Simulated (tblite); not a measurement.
# C6H11F2NSi: the cost of one run

Computed with tblite 0.8.0 and PySCF 2.14.0, with density-fitted response routines of our own, on a single molecule in the gas phase. Atoms are numbered from 0 throughout.

### Step 1. The starting structure

21 atoms, charge 0, multiplicity 1; geometry from: force field or distance geometry start.

Bonds of the start (Å): C0–C1 1.21, C1–Si2 1.84, Si2–N3 1.77, N3–C4 1.43, N3–C5 1.43, C5–C6 1.52, C6–C7 1.53, C7–F8 1.38, C7–F9 1.39, C0–H10 1.07, Si2–H11 1.49, Si2–H12 1.47, C4–H13 1.12, C4–H14 1.10, C4–H15 1.09, C5–H16 1.11, C5–H17 1.12, C6–H18 1.11, C6–H19 1.10, C7–H20 1.11.

### Step 2. Relaxing the molecule with GFN2-xTB

What the job is given:

```
{"job": {"kind": "relax", "xc": "GFN2-xTB", "basis": "xTB"}, "charge": 0, "multiplicity": 1}
C     -2.767300     2.282700     0.212700
C     -2.546600     1.095000     0.255700
Si    -2.181700    -0.707900     0.316400
N     -0.483300    -1.041500    -0.066500
C     -0.393700    -1.370800    -1.459600
C      0.398100     0.017400     0.328600
C      1.875800    -0.351000     0.259800
C      2.682400     0.864600     0.706600
F      4.039000     0.632100     0.683700
F      2.392400     1.830600    -0.252200
H     -2.974100     3.331100     0.158500
H     -2.993200    -1.388200    -0.737700
H     -2.650800    -1.243800     1.600500
H     -1.372700    -1.844900    -1.720800
H      0.351300    -2.161600    -1.608100
H     -0.284000    -0.513300    -2.119800
H      0.185700     0.932800    -0.268400
H      0.167000     0.205900     1.410500
H      2.108400    -1.202400     0.931200
H      2.127100    -0.541800    -0.789200
H      2.311000     1.191900     1.702400
```

Command:

```sh
$ OMP_NUM_THREADS=1 python probes_run.py task.json out
```

One launch serves the whole session: the jobs run in the order shown.

**Question.** How long does this first job take on 1 thread of Arm Neoverse V1, shared host, and how much memory does it need?

About 1.4 s, with a peak of 0.18 GiB.
